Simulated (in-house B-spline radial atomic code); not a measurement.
**Cr: ionisation energy by several methods**

An exercise on one series of results from a longer session: the logs are not shown, and one member is left open.

Method: scalar-relativistic (X2C), several functionals, spin-polarised; spherical all-electron atom at the radial basis limit. Code: in-house B-spline radial atomic code version 1.

### Starting point

```
element       : chromium (Z = 24)
charge        : 0
electrons     : 24
configuration : [Ar] 3d5 4s1
nucleus       : Fermi, rms radius 3.645 fm
```

Outer shells as boxes (Hund's rule):

[Ar] 3d5 4s1
```
[Ar] core
3d [↑ ][↑ ][↑ ][↑ ][↑ ]
4s [↑ ]
```

Where spins are not typed, each open shell is filled with up spins first.

The first run:

Settings of the run:

```ini
Z = 24
electrons = 24.0
configuration = [Ar] 3d5 4s1
hamiltonian = x2c
method = tpssh
spin_polarised = True
nucleus = fermi
rms_radius = 3.6452
mass_number = 52
atomic_mass = 51.940504714
speed_of_light = 137.035999084
```

Among the steps run: TPSSh, a global hybrid; B97-1, a global hybrid; PBEsol, a GGA; fractional-occupation HF; M06-2X, a global hybrid; HSE06, a range-separated hybrid; PW91, a GGA; ωB97X, a range-separated hybrid; TPSS, a meta-GGA.

One table of the session follows, with a row left open; its other results are not shown here.

| method | ΔSCF (eV) |
| --- | --- |
| PBEsol | 7.389 |
| PW91 | 7.456 |
| TPSS | 7.221 |
| TPSSh | 7.088 |
| B97-1 | 6.793 |
| M06-2X | ? |
| HSE06 | 7.114 |
| ωB97X | 6.507 |
| fractional-occupation HF | 6.004 |

**Question.** Estimate the row for M06-2X.

As computed: ΔSCF (eV): 6.599. In the column «ΔSCF (eV)» it lies between ωB97X (6.507) and B97-1 (6.793).
